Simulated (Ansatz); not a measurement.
# NbSnS4: what a guessed cell relaxes into, part 2 of 2

Aim: relax a trial structure of NbSnS4 and see where it ends.

Ansatz 0.2.0; DFT PBE, scalar-relativistic, plane waves, PAW.

## 4. Full relaxation

The end of the coarse run is made exact in the group found at a tolerance of 0.06 Å and reduced to its primitive cell.

input.yaml

```yaml
crystal:
  lattice:
    - [0.0, 3.7841121429, 3.7841121429]
    - [3.7841121429, 0.0, 3.7841121429]
    - [3.7841121429, 3.7841121429, 0.0]
  atoms:
    - { symbol: Nb, position: [0.0, 0.0, 0.0], spin: 1.07 }
    - { symbol: Sn, position: [0.25, 0.25, 0.25] }
    - { symbol: S, position: [0.6265870108, 0.6265870108, 0.6265870108] }
    - { symbol: S, position: [0.1202389675, 0.6265870108, 0.6265870108] }
    - { symbol: S, position: [0.6265870108, 0.6265870108, 0.1202389675] }
    - { symbol: S, position: [0.6265870108, 0.1202389675, 0.6265870108] }
basis:
  ecutwfc: 420
kpoints:
  mp_grid: { grid: [8, 8, 8] }
hamiltonian:
  xc: pbe
scf:
  occupations: { method: gaussian, width: 0.1 }
output:
  forces: true
  stress: true
  eigenvalues: true
  populations: true
magnetization:
  spin_polarized: true
relax:
  adjacent_minimum: "off"
  f_tol: 0.01
  max_steps: 80
  cell: { stress_tol: 0.05 }
```

Launch:

```console
> ansatz run input.yaml --threads 1 --pin off --max-ram 2560MiB --backend cpu --events-out ev --progress --plain --runs-dir out
```

The program printed:

```text
Warning: RAYON_NUM_THREADS=1 ignored (pool sized by the plan → 1); use --threads N
Engine: ansatz 0.2.0, x86_64-unknown-linux-gnu
Pseudopotentials: kind: paw
Pseudopotential: Nb, paw, valence charge 13, recommended cutoff 420 eV (normal), Nb.paw.azcp
Pseudopotential: Sn, paw, valence charge 14, recommended cutoff 420 eV (normal), Sn.paw.azcp
Pseudopotential: S, paw, valence charge 6, recommended cutoff 420 eV (normal), S.paw.azcp
Functional definition: PBE
  parameter kappa = 0.804
  parameter beta = 0.06672455060314922
  exchange = pbe_x(kappa = kappa, mu = beta*pi^2/3)
  correlation = pbe_c(beta = beta)
Crystal: 6 atoms, lattice volume = 108.373 Å³
Basis set: ecut = 420 eV, 2085 PW (Γ), exchange–correlation on 72×72×72 points (8 copies of the dense FFT grid, shifted against one another)
Bands: 33, of which v1, the nominal top of the filled ones, is band 26 counted from 1 (25 counted from 0)
Symmetry: 24 space group operations
Space group: F-43m (ITA 216), of the structure as read, at distance tolerance 4.8e-5 Å
Magnetic group: BNS 216.74 (UNI 1576), of the structure as read, at distance tolerance 4.8e-5 Å
k-points: 29 of 512 (time reversal used)
Non-local potential: Nb, projectors of the file, l = 0: 3, l = 1: 2, l = 2: 2, l = 3: 1
Non-local potential: Sn, projectors of the file, l = 0: 2, l = 1: 2, l = 2: 2, l = 3: 2
Non-local potential: S, projectors of the file, l = 0: 2, l = 1: 2, l = 2: 2
PAW form: soft (Blöchl's): semilocal exchange-correlation on the pseudo side does not see the compensation charge
PAW one-centre angular grid: Nb, 590 points (default); XC on 64 Gauss nodes
PAW one-centre angular grid: Sn, 590 points (default); XC on 64 Gauss nodes
PAW one-centre angular grid: S, 110 points (default); XC on 64 Gauss nodes
Initial density: superposition of atomic densities (chi_scale 0.1, normalization cell, long waves kept (reshape's long-wave potential 0.00 eV rms))
Starting moments: Σ|m| = 1.07 μB on 1 of 6 sites
Initial wavefunctions: pseudopotential atomic-orbital guess
Functional: x = pbe(κ = 0.804, μ = 0.2195149727645171), c = pbe(β = 0.06672455060314922)
iter 1 solved again at ethr=2.51e-3 eV; its pass at ethr=3.10e-3 eV (dr2=1.28e0 eV) is discarded
SCF iter   1: F=—  HF=-14180.025976 eV  |F-HF|=—  |Δ(HF+E_count)|=         —  Δρ=1.39e-2 (↑1.32e-2 ↓1.39e-2)  dr2=1.28e0  dr2_m=1.75e-3  M=1.185 μB ∫|m|=1.186 μB  β_m=0.30  ethr=2.51e-3  ⟨swp⟩=1.0  Hψ=10861  notcnv=0
Mixer restart at iter 1: flushing history
preconditioner: auto → Kerker (q_TF=auto, 2.406 Å⁻¹)  [metal: Δε(μ)=0.004 eV  Ē_g=10.540 eV  σ=0.100 eV  W_gap=0.02  n_scr=26 (ndim 8)  ℏωp=23.4 eV  f_vac=0.000  D(μ)=6.85/eV (n_scr^D=64)]
spin=Collinear: Kerker preconditioning applied to the charge; magnetization (m = ρ↑ − ρ↓) channel mixes plain (no charge-response kernel on spin).
SCF iter   2: F=—  HF=-14179.834937 eV  |F-HF|=—  |Δ(HF+E_count)|=   1.91e-1  Δρ=1.01e-2 (↑9.73e-3 ↓1.01e-2)  dr2=6.69e-1  dr2_m=1.07e-3  M=1.192 μB ∫|m|=1.193 μB  β_m=0.65  ethr=2.50e-3  ⟨swp⟩=1.7  Hψ=1967  notcnv=0
SCF iter   3: F=—  HF=-14179.696341 eV  |F-HF|=—  |Δ(HF+E_count)|=   1.39e-1  Δρ=3.12e-3 (↑3.12e-3 ↓2.68e-3)  dr2=5.99e-2  dr2_m=2.11e-4  M=1.185 μB ∫|m|=1.189 μB  β_m=0.82  ethr=1.31e-3  ⟨swp⟩=2.4  Hψ=3619  notcnv=0
SCF iter   4: F=—  HF=-14179.689462 eV  |F-HF|=—  |Δ(HF+E_count)|=         —  Δρ=1.08e-3 (↑8.09e-4 ↓1.08e-3)  dr2=4.30e-3  dr2_m=1.57e-4  M=1.132 μB ∫|m|=1.139 μB  β_m=0.82  ethr=1.17e-4  ⟨swp⟩=2.0  Hψ=4111  notcnv=0  defer=51
Mixer restart at iter 4: flushing history
SCF iter   5: F=—  HF=-14179.694241 eV  |F-HF|=—  |Δ(HF+E_count)|=   4.78e-3  Δρ=5.33e-4 (↑2.67e-4 ↓5.33e-4)  dr2=1.69e-3  dr2_m=3.86e-5  M=1.121 μB ∫|m|=1.128 μB  β_m=0.91  ethr=8.43e-6  ⟨swp⟩=2.1  Hψ=3386  notcnv=0  defer=41
SCF iter   6: F=—  HF=-14179.693907 eV  |F-HF|=—  |Δ(HF+E_count)|=   3.34e-4  Δρ=4.34e-4 (↑4.34e-4 ↓1.53e-4)  dr2=4.53e-4  dr2_m=4.71e-5  M=1.102 μB ∫|m|=1.108 μB  β_m=0.89  ethr=3.31e-6  ⟨swp⟩=2.1  Hψ=3031  notcnv=0  defer=25
SCF iter   7: F=—  HF=-14179.694287 eV  |F-HF|=—  |Δ(HF+E_count)|=   3.80e-4  Δρ=2.67e-4 (↑2.67e-4 ↓1.16e-4)  dr2=9.37e-5  dr2_m=3.16e-5  M=1.093 μB ∫|m|=1.100 μB  β_m=0.95  ethr=8.88e-7  ⟨swp⟩=2.1  Hψ=3282  notcnv=0  defer=36
SCF iter   8: F=—  HF=-14179.694329 eV  |F-HF|=—  |Δ(HF+E_count)|=   4.26e-5  Δρ=7.61e-5 (↑7.61e-5 ↓7.56e-5)  dr2=5.53e-6  dr2_m=4.47e-6  M=1.079 μB ∫|m|=1.085 μB  β_m=0.89  ethr=1.84e-7  ⟨swp⟩=2.0  Hψ=3291  notcnv=0  defer=40
SCF iter   9: F=—  HF=-14179.694328 eV  |F-HF|=—  |Δ(HF+E_count)|=   1.09e-6  Δρ=3.51e-5 (↑3.51e-5 ↓2.83e-5)  dr2=1.09e-6  dr2_m=8.65e-7  M=1.073 μB ∫|m|=1.079 μB  β_m=0.94  ethr=1.08e-8  ⟨swp⟩=2.0  Hψ=3300  notcnv=0  defer=40
SCF iter  10: F=—  HF=-14179.694329 eV  |F-HF|=—  |Δ(HF+E_count)|=   6.88e-7  Δρ=9.09e-6 (↑8.69e-6 ↓9.09e-6)  dr2=1.52e-8  dr2_m=7.56e-8  M=1.070 μB ∫|m|=1.075 μB  β_m=0.97  ethr=2.14e-9  ⟨swp⟩=2.0  Hψ=3412  notcnv=0  defer=40
SCF iter  11: F=—  HF=-14179.694329 eV  |F-HF|=—  |Δ(HF+E_count)|=   3.25e-8  Δρ=1.96e-6 (↑1.96e-6 ↓8.39e-7)  dr2=7.19e-9  dr2_m=1.51e-9  M=1.068 μB ∫|m|=1.074 μB  β_m=0.99  ethr=2.97e-11  ⟨swp⟩=2.7  Hψ=3719  notcnv=0  defer=40
SCF iter  12: F=-14179.694329 eV  HF=-14179.694329 eV  |F-HF|=2.13e-10  |Δ(HF+E_count)|=   2.07e-9  Δρ=2.15e-7 (↑2.15e-7 ↓1.50e-7)  dr2=2.79e-10  dr2_m=7.00e-12  M=1.069 μB ∫|m|=1.074 μB  ethr=1.41e-11  ⟨swp⟩=6.1  Hψ=6855  notcnv=0
SCF 1 converged in 12 iterations: F = -14179.694329 eV  dr2 = 2.79e-10
relax step   1: F+E_penalty+E_count = -14179.69432891 eV  Δ(F+E_penalty+E_count) = +0.000e0 eV  max|allowed force component| = 1.005e-1 eV/Å  Δτ_max = 0.0000 Å  P = -1.099 GPa  Ω = 108.373 Å³  (12 SCF iters, dr2 threshold 1.00e-7 eV, accepted)
[... 17 lines left out ...]
relax step   2: F+E_penalty+E_count = -14179.70419728 eV  Δ(F+E_penalty+E_count) = -9.868e-3 eV  max|allowed force component| = 5.407e-2 eV/Å  Δτ_max = 0.0071 Å  P = -0.049 GPa  Ω = 106.767 Å³  energy of the carried Pulay correction = +2.048e-4 eV  (9 SCF iters, dr2 threshold 6.00e-7 eV, accepted)
[... 17 lines left out ...]
relax step   3: F+E_penalty+E_count = -14179.70567136 eV  Δ(F+E_penalty+E_count) = -1.474e-3 eV  max|allowed force component| = 3.015e-3 eV/Å  Δτ_max = 0.0082 Å  P = +0.012 GPa  Ω = 106.695 Å³  energy of the carried Pulay correction = +2.142e-4 eV  (10 SCF iters, dr2 threshold 1.83e-7 eV, accepted)
[... 12 lines left out ...]
relax step   4: F+E_penalty+E_count = -14179.70544988 eV  Δ(F+E_penalty+E_count) = +2.215e-4 eV  max|allowed force component| = 3.015e-3 eV/Å  Δτ_max = 0.0000 Å  P = +0.013 GPa  Ω = 106.695 Å³  stress off target by 1.26e-2 GPa  SCF on the basis re-selected at this cell (its energy is not comparable with the rows above)  (7 SCF iters)
basis re-selected at this cell: Δ(F+E_penalty+E_count) = +2.215e-4 eV, ΔP = +0.000 GPa vs the last step (what re-selecting the basis moved, of the pressure what is left beyond the Pulay correction that the steps carried, after the strain that the cell walked since its last selection, with what the two solves' SCF thresholds leave and, on support functions, any second-order correction that the steps lacked; it is no measure of the basis error at this ecutwfc). This SCF's stress stands 1.26e-2 GPa from its target on what of the cell is left free (relax.cell.stress_tol is 5.00e-2 GPa) and its largest allowed force component is 3.01e-3 eV/Å (relax.f_tol is 1.00e-2 eV/Å): within both
SCF converged after 7 iterations
Magnetization: 0.8606 μB (25.9303 up, 25.0697 down)
Absolute magnetization: 0.8646 μB (∫|ρ↑−ρ↓|, with the PAW one-centre terms)
Spin contamination: 0.0284 ħ² per cell (⟨S²⟩ above its minimum at these occupations)
Per-site moments (μB) at R_I (Å): [(0.5802427136622789, 1.2850482026009433), (0.013323037560882394, 1.2902197536180384), (0.023047962305446264, 1.0737687916168988), (0.023047962305446205, 1.0737687916168988), (0.023047962305446156, 1.0737687916168988), (0.02304796230544638, 1.0737687916168988)]
Free energy (F): -14179.705450 eV
Harris-Foulkes:  -14179.705450 eV  (|F-HF|=0.00e0)
Internal energy: -14179.673102 eV  (E = F + TS)
E sigma→0 (E₀):  -14179.689276 eV
Entropy (-TS):   -0.032348 eV (-5.391 meV/atom)
Fermi energy:    11.922048 eV
--- Per-component energies (eV) ---
  E_band       = -112.917958
  E_kinetic    = 997.706571
  E_local      = -1912.964784  (includes V_loc(G=0)·N_el)
  E_nonlocal   = 207.049509
  E_hartree    = 864.269831
  E_xc         = -942.782004
  E_vxc        = -653.965156  (∫ρ·V_xc dr)
  E_paw        = -9608.752724  (= ΣΔE_a)
  E_vpaw       = -479.283810  (= ΣTr[D̂ρ^β])
  E_aug_tail   = 0.000013  (compensation charges beyond the density's cutoff)
  E_ewald      = -3784.199514
  E_smearing   = -0.032348  (= −TS)
  E_closure    = -0.000000  (closes the sum)
  Σ components = -14179.705450   (vs F -14179.705450, Δ=0.00e0)
--- Forces (eV/Å), atoms counted from 1 ---
  atom   1  Nb     0.00000000    -0.00000000    -0.00000000
  atom   2  Sn    -0.00000000     0.00000000     0.00000000
  atom   3  S     -0.00301457    -0.00301457    -0.00301457
  atom   4  S     -0.00301457     0.00301457     0.00301457
  atom   5  S      0.00301457     0.00301457    -0.00301457
  atom   6  S      0.00301457    -0.00301457     0.00301457
  max |Σ_I F_I| component: 1.45e-16 eV/Å
--- Stress (GPa, compression-positive) ---
        0.012609       0.000000       0.000000
        0.000000       0.012609       0.000000
        0.000000       0.000000       0.012609
  P = ⅓ Tr σ = 0.0126 GPa (0.126 kbar)
--- Band table (eV; the first three rows and the last of 58) ---
  k-point 0 ↑: bands = ["-44.1557", "-20.1996", "-20.1996", "-20.1996", "-9.5803", "-9.5803", "-9.5803", "-9.5760", "-9.5760", "-4.8568", "-0.2830", "-0.2830", "-0.2830", "3.0770", "5.2325", "5.2325", "5.2325", "5.6534", "6.6507", "6.6507", "10.9450", "10.9450", "10.9450", "12.5938", "12.5938", "12.5938", "13.0950", "13.0950", "13.2426", "13.2426", "13.2426", "14.0556", "14.0556"]
[... 3 lines left out ...]
--- Relaxed structure (3 steps of the walk, 3 accepted, 1 SCFs on fresh bases) ---
  F+E_penalty+E_count = -14179.70544988 eV   max|allowed force component| = 3.015e-3 eV/Å   (the final SCF, on the basis selected at the relaxed cell)
  cell:  # Å, volume = 106.6946 Å³
    - [-9.33090003524005e-33, 3.7644722194005555, 3.7644722194005555]
    - [3.7644722194005555, -6.987028900108077e-33, 3.7644722194005555]
    - [3.7644722194005555, 3.7644722194005555, -1.1107911031712387e-32]
  atoms:
    - { symbol: Nb, position: [1.581915859071512e-18, 1.7729253802031314e-18, 1.849329188655778e-18] }
    - { symbol: Sn, position: [0.25, 0.25, 0.25] }
    - { symbol: S, position: [0.6277615769099204, 0.6277615769099204, 0.6277615769099204] }
    - { symbol: S, position: [0.11671526927023845, 0.6277615769099204, 0.6277615769099203] }
    - { symbol: S, position: [0.6277615769099204, 0.6277615769099204, 0.11671526927023845] }
    - { symbol: S, position: [0.6277615769099204, 0.11671526927023845, 0.6277615769099203] }
--- Löwdin populations: 6 sites ---
  site symbol       q [e]    m [muB]
     0     Nb     12.6258     0.7100
     1     Sn     13.7697     0.0156
     2      S      6.0252     0.0285
     3      S      6.0252     0.0285
     4      S      6.0252     0.0285
     5      S      6.0252     0.0285
  spilling = 0.009872 (of n_electrons = 51.000000)
```

Wall time 1.7 min (1 thread of AMD EPYC 7R43 (Zen 3), shared host); peak memory 0.54 GiB.

Relaxation path:

```
step  E - E(step 1) (eV/cell)  largest force component (eV/Å)  pressure (GPa)  volume (Å³)
   1                   0.0000                          0.1005           -1.10       108.37
   2                  -0.0099                          0.0541           -0.05       106.77
   3                  -0.0113                          0.0030            0.01       106.69
   4                  -0.0111                          0.0030            0.01       106.69
```

Step 1 is the start. Step 4 repeats the geometry before it on a plane-wave basis chosen anew for that cell, so its energy need not be comparable with the rows above.

Lengths and angles in the start's conventional setting:

|  | before | after | change |
| --- | --- | --- | --- |
| a (Å) | 7.568 | 7.529 | -0.5 % |
| b (Å) | 7.568 | 7.529 | -0.5 % |
| c (Å) | 7.568 | 7.529 | -0.5 % |
| volume (Å³/atom) | 18.06 | 17.78 | -1.5 % |
| shortest distance (Å) | 2.642 | 2.603 | -1.5 % |
| space group (0.01 Å) | F-43m | F-43m | same |

The run keeps the 24 symmetry operations of the start, so it could not have lowered the symmetry.

Per atom:

```tsv
atom	moment in the atom's sphere (μB)	Löwdin electrons
Nb1	0.58	12.63
Sn2	0.01	13.77
S3	0.02	6.03
S4	0.02	6.03
S5	0.02	6.03
S6	0.02	6.03
```

The Löwdin counts miss 0.50 of the 51 electrons, which the atomic orbitals do not span, so they are no charges.

## 5. Variant: ecutwfc 450 eV, mixing.algorithm msr1, mixing.beta 0.2, preconditioner none

input.yaml

```yaml
crystal:
  lattice:
    - [0.0, 3.7644722194, 3.7644722194]
    - [3.7644722194, 0.0, 3.7644722194]
    - [3.7644722194, 3.7644722194, 0.0]
  atoms:
    - { symbol: Nb, position: [0.0, 0.0, 0.0], spin: 1.07 }
    - { symbol: Sn, position: [0.25, 0.25, 0.25] }
    - { symbol: S, position: [0.6277615769, 0.6277615769, 0.6277615769] }
    - { symbol: S, position: [0.1167152693, 0.6277615769, 0.6277615769] }
    - { symbol: S, position: [0.6277615769, 0.6277615769, 0.1167152693] }
    - { symbol: S, position: [0.6277615769, 0.1167152693, 0.6277615769] }
basis:
  ecutwfc: "450 eV"
kpoints:
  mp_grid: { grid: [8, 8, 8] }
hamiltonian:
  xc: pbe
scf:
  occupations: { method: gaussian, width: 0.1 }
  mixing: { algorithm: msr1, beta: 0.2, preconditioner: none }
output:
  forces: true
  eigenvalues: true
  stress: true
magnetization:
  spin_polarized: true
```

Launch:

```console
> ansatz run input.yaml --threads 1 --pin off --max-ram 2560MiB --backend cpu --events-out ev --progress --plain --runs-dir out
```

The program printed (excerpt; [...] marks lines left out):

```text
Warning: RAYON_NUM_THREADS=1 ignored (pool sized by the plan → 1); use --threads N
[...]
Pseudopotentials: kind: paw
Pseudopotential: Nb, paw, valence charge 13, recommended cutoff 420 eV (normal), Nb.paw.azcp
Pseudopotential: Sn, paw, valence charge 14, recommended cutoff 420 eV (normal), Sn.paw.azcp
Pseudopotential: S, paw, valence charge 6, recommended cutoff 420 eV (normal), S.paw.azcp
Functional definition: PBE
[...]
Crystal: 6 atoms, lattice volume = 106.695 Å³
Basis set: ecut = 450 eV, 2277 PW (Γ), exchange–correlation on 80×80×80 points (8 copies of the dense FFT grid, shifted against one another)
Bands: 33, of which v1, the nominal top of the filled ones, is band 26 counted from 1 (25 counted from 0)
Symmetry: 24 space group operations
Space group: F-43m (ITA 216), of the structure as read, at distance tolerance 4.7e-5 Å
[...]
Free energy (F): -14179.706631 eV
[...]
E sigma→0 (E₀):  -14179.690460 eV
Entropy (-TS):   -0.032343 eV (-5.390 meV/atom)
Fermi energy:    11.921970 eV
[...]
--- Forces (eV/Å), atoms counted from 1 ---
  atom   1  Nb     0.00000000    -0.00000000     0.00000000
  atom   2  Sn    -0.00000000     0.00000000    -0.00000000
  atom   3  S     -0.00304295    -0.00304295    -0.00304295
  atom   4  S     -0.00304295     0.00304295     0.00304295
  atom   5  S      0.00304295     0.00304295    -0.00304295
  atom   6  S      0.00304295    -0.00304295     0.00304295
[...]
--- Stress (GPa, compression-positive) ---
        0.008581      -0.000000       0.000000
        0.000000       0.008581      -0.000000
        0.000000      -0.000000       0.008581
  P = ⅓ Tr σ = 0.0086 GPa (0.086 kbar)
--- Band table (eV; the first three rows and the last of 58) ---
[...]
```

Run time: 39 s. Hardware: 1 thread of AMD EPYC 7R43 (Zen 3), shared host; peak memory 0.54 GiB.

```tsv
run	ending	energy change	pressure (GPa)	gap (eV)	abs. moment (μB)	force (eV/Å)	cycles	time
step 4	converged	0	0.0	0.00	0.86	0.01	-	1.7 min
variant	converged	-0.2 meV/atom	0.0	0.00	0.86	0.01	15	39 s
```

Changing the cutoff and mixing hardly moves the energy: -0.2 meV/atom.

## 6. Second relaxation, mesh chosen anew

input.yaml

```yaml
crystal:
  lattice:
    - [0.0, 3.7644722194, 3.7644722194]
    - [3.7644722194, 0.0, 3.7644722194]
    - [3.7644722194, 3.7644722194, 0.0]
  atoms:
    - { symbol: Nb, position: [0.0, 0.0, 0.0], spin: 0.64 }
    - { symbol: Sn, position: [0.25, 0.25, 0.25] }
    - { symbol: S, position: [0.6277615769, 0.6277615769, 0.6277615769] }
    - { symbol: S, position: [0.1167152693, 0.6277615769, 0.6277615769] }
    - { symbol: S, position: [0.6277615769, 0.6277615769, 0.1167152693] }
    - { symbol: S, position: [0.6277615769, 0.1167152693, 0.6277615769] }
basis:
  ecutwfc: 420
kpoints:
  mp_grid: { grid: [10, 10, 10] }
hamiltonian:
  xc: pbe
scf:
  occupations: { method: gaussian, width: 0.1 }
output:
  forces: true
  stress: true
  eigenvalues: true
  populations: true
magnetization:
  spin_polarized: true
relax:
  adjacent_minimum: "off"
  f_tol: 0.01
  max_steps: 80
  cell: { stress_tol: 0.05 }
```

Launch:

```console
> ansatz run input.yaml --threads 1 --pin off --max-ram 2560MiB --backend cpu --events-out ev --progress --plain --runs-dir out
```

The program printed (excerpt; [...] marks lines left out):

```text
Warning: RAYON_NUM_THREADS=1 ignored (pool sized by the plan → 1); use --threads N
[...]
Pseudopotentials: kind: paw
Pseudopotential: Nb, paw, valence charge 13, recommended cutoff 420 eV (normal), Nb.paw.azcp
Pseudopotential: Sn, paw, valence charge 14, recommended cutoff 420 eV (normal), Sn.paw.azcp
Pseudopotential: S, paw, valence charge 6, recommended cutoff 420 eV (normal), S.paw.azcp
Functional definition: PBE
[...]
Crystal: 6 atoms, lattice volume = 106.695 Å³
Basis set: ecut = 420 eV, 2085 PW (Γ), exchange–correlation on 72×72×72 points (8 copies of the dense FFT grid, shifted against one another)
Bands: 32, of which v1, the nominal top of the filled ones, is band 26 counted from 1 (25 counted from 0)
Symmetry: 24 space group operations
Space group: F-43m (ITA 216), of the structure as read, at distance tolerance 4.7e-5 Å
[...]
    - [-1.885287652171368e-33, 3.7665524930001997, 3.7665524930001997]
    - [3.7665524930001997, -4.7386959905928984e-33, 3.7665524930001997]
    - [3.7665524930001997, 3.7665524930001997, -4.483927388948119e-33]
  atoms:
    - { symbol: Nb, position: [9.600302594859313e-21, -4.800151297429358e-21, -4.800151297429357e-21] }
    - { symbol: Sn, position: [0.24999999999999997, 0.24999999999999997, 0.24999999999999997] }
    - { symbol: S, position: [0.6276847586451182, 0.6276847586451182, 0.6276847586451182] }
    - { symbol: S, position: [0.1169457240646451, 0.6276847586451182, 0.6276847586451182] }
    - { symbol: S, position: [0.6276847586451182, 0.6276847586451182, 0.1169457240646451] }
    - { symbol: S, position: [0.6276847586451182, 0.1169457240646451, 0.6276847586451182] }
--- Löwdin populations: 6 sites ---
  site symbol       q [e]    m [muB]
     0     Nb     12.6264     0.7875
     1     Sn     13.7660     0.0174
     2      S      6.0272     0.0377
     3      S      6.0272     0.0377
     4      S      6.0272     0.0377
     5      S      6.0272     0.0377
  spilling = 0.009782 (of n_electrons = 51.000000)
```

Wall time 2.1 min (1 thread of AMD EPYC 7R43 (Zen 3), shared host); peak memory 0.6 GiB.

The steps of the relaxation:

```
step  energy from step 1 (eV/cell)  largest force component (eV/Å)  pressure (GPa)  volume (Å³)
   1                        0.0000                          0.0163            0.14       106.69
   2                       -0.0002                          0.0095            0.01       106.87
   3                       -0.0002                          0.0095            0.01       106.87
```

Step 1 is the start. Step 3 repeats the geometry before it on a plane-wave basis chosen anew for that cell, so its energy need not be comparable with the rows above.

Lengths and angles in the start's conventional setting:

|  | before | after | change |
| --- | --- | --- | --- |
| a (Å) | 7.529 | 7.533 | +0.1 % |
| b (Å) | 7.529 | 7.533 | +0.1 % |
| c (Å) | 7.529 | 7.533 | +0.1 % |
| volume (Å³/atom) | 17.78 | 17.81 | +0.2 % |
| shortest distance (Å) | 2.603 | 2.606 | +0.1 % |
| space group (0.01 Å) | F-43m | F-43m | same |

The run keeps the 24 symmetry operations of the start, so it could not have lowered the symmetry.

Per atom:

```tsv
atom	moment in the atom's sphere (μB)	Löwdin electrons
Nb1	0.64	12.63
Sn2	0.01	13.77
S3	0.03	6.03
S4	0.03	6.03
S5	0.03	6.03
S6	0.03	6.03
```

The Löwdin counts miss 0.50 of the 51 electrons, which the atomic orbitals do not span, so they are no charges.

## 7. What came out

The summary covers parts 1 to 2. Changes of volume or cell count from the first structure of part 1.

```
                              quantity                                                                      value
symmetry at the end (tolerance 0.05 Å)                                                space group F-43m (No. 216)
                     conventional cell  a = 7.533 Å, b = 7.533 Å, c = 7.533 Å, α = 90.00°, β = 90.00°, γ = 90.00°
                                volume                                                              17.81 Å³/atom
     energy over the elements, grey Sn                                                              +0.84 eV/atom
                       gap on the mesh                                                               none (metal)
                          total moment                                                               0.98 μB/cell
```

The space group F-43m (No. 216) is kept, and the volume per atom shrinks by 16.8 % from the first guess. With a positive formation energy it can't be a ground state. No finished test with a distortion of lower symmetry is shown, so the end may be a saddle point. An odd count of electrons in a cell without spin polarisation forces a partly filled band, so those cells are metals by count; spin or a larger cell could change that. Other magnetic orders were not searched.
